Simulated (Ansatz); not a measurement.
# CH2O2Si: one species, many methods

Aim: compute CH2O2Si with functionals from several rungs and with coupled cluster. The yardstick is the atomisation energy at the CCSD(T) limit.

Method: functionals in def2-TZVPP, the program's frozen cores in correlated methods; program: Ansatz 0.2.0, Gaussian basis.

Levels to be run: LDA (SPW92), PBE-D4, revPBE-D4, BLYP-D4, r2SCAN-D4, B97M-V, PBE0-D4, B3LYP-D4, r2SCANh-D4, r2SCAN0-D4, HSE06-D4, BHLYP-D4, CAM-B3LYP-D4, LC-ωPBE, ωB97X-V, ωB97M-V, B2PLYP, PBE-QIDH; CCSD(T)/def2-SVP; CCSD(T)/def2-TZVPP; MP2/def2-QZVPP; extrapolation to the limit; RPA on PBE.

**1. Structure used throughout**

All runs share one geometry, relaxed beforehand with PBE0-D4 in a triple-zeta def2 set.

SMILES `O=C1O[SiH2]1`, 6 atoms, charge 0, spin multiplicity 1.

Atoms are counted from 1 here; the program's logs count them from 0.

Bond lengths: O1–C2 1.180 Å, C2–O3 1.369 Å, C2–Si4 1.819 Å, O3–Si4 1.720 Å, Si4–H5 1.478 Å, Si4–H6 1.478 Å. Angles: O1–C2–O3 131.0°, O1–C2–Si4 165.6°, O3–C2–Si4 63.5°, C2–O3–Si4 71.1°, C2–Si4–O3 45.4°, C2–Si4–H5 123.4°, C2–Si4–H6 123.4°, O3–Si4–H5 115.4°, O3–Si4–H6 115.4°, H5–Si4–H6 112.8°.

**2. LDA**

This LDA is Slater exchange with PW92 correlation.

Contents of in.yaml:

```yaml
crystal:
  periodic: [false, false, false]
  atoms:
    - {symbol: O, position_ang: [1.262371, -1.666579, 0.916653]}
    - {symbol: C, position_ang: [0.559832, -0.862170, 0.414520]}
    - {symbol: O, position_ang: [-0.629737, -0.998145, -0.249641]}
    - {symbol: Si, position_ang: [-0.201567, 0.667204, -0.211303]}
    - {symbol: H, position_ang: [0.133837, 1.265883, -1.520621]}
    - {symbol: H, position_ang: [-1.082637, 1.529708, 0.604192]}
basis:
  gaussian: {orbitals: def2-TZVPP}
hamiltonian: {xc: lda}
output: {orbitals: {seedname: orbitals}}
```

Command:

```
$ ansatz run in.yaml --threads 2 --pin off --events-out ev --progress --plain --max-ram 4352MiB
```

After this run come: PBE-D4 (GGA); revPBE-D4 (GGA); BLYP-D4 (GGA); r2SCAN-D4 (meta-GGA); B97M-V (meta-GGA); B3LYP-D4 (hybrid); r2SCANh-D4 (hybrid); r2SCAN0-D4 (hybrid); HSE06-D4 (hybrid); BHLYP-D4 (hybrid); CAM-B3LYP-D4 (range-separated); LC-ωPBE (range-separated); ωB97X-V (range-separated); ωB97M-V (range-separated); B2PLYP (double hybrid); PBE-QIDH (double hybrid); CCSD(T) in def2-SVP; CCSD(T) in def2-TZVPP; MP2 in def2-QZVPP; RPA on PBE orbitals.

Before running them: what should the planned runs give, taken together? Wanted: atomisation energy, CCSD(T)/CBS; farthest beyond LDA; mean size of error, GGA; mean size of error, meta-GGA; mean size of error, hybrid; mean size of error, range-separated; mean size of error, double hybrid; gap, smallest and largest; T1 diagnostic.

The runs gave:

| quantity | value |
| --- | --- |
| atomisation energy, CCSD(T)/CBS | 24.500 eV |
| functionals within 0.123 eV (0.5 %) | PBE0-D4, B3LYP-D4, r2SCANh-D4, HSE06-D4, CAM-B3LYP-D4, LC-ωPBE |
| farthest beyond LDA | BHLYP-D4 (-1.524 eV) |
| mean size of error, GGA | 0.580 eV |
| mean size of error, meta-GGA | 0.227 eV |
| mean size of error, hybrid | 0.401 eV |
| mean size of error, range-separated | 0.091 eV |
| mean size of error, double hybrid | 0.260 eV |
| gap, smallest and largest | 3.71 eV (LDA (SPW92)), 10.67 eV (LC-ωPBE) |
| T1 diagnostic | 0.0190 |
| triples share of the correlation energy | 4.5 % |

**Reading.** The LDA atomisation energy is off by 4.783 eV (20 %): it overbinds. PBE-D4 is off by +1.111 eV. Double hybrids carry the basis error of their MP2 part in triple zeta, and no dispersion term here, so their miss is partly the set-up's. By mean error the best rung here is range-separated (0.091 eV) and the worst beyond LDA is GGA (0.580 eV). Misses under about 0.123 eV are within the doubt on the reference itself, which lacks core-valence correlation, relativity and higher excitations. Hartree-Fock recovers 65 % of the binding; the rest is correlation. CCSD(T) in def2-SVP is off by -1.820 eV, worse than the median functional, from the basis alone. The gap grows from 3.7 to 10.7 eV across the functionals, mostly with the share of exact exchange.
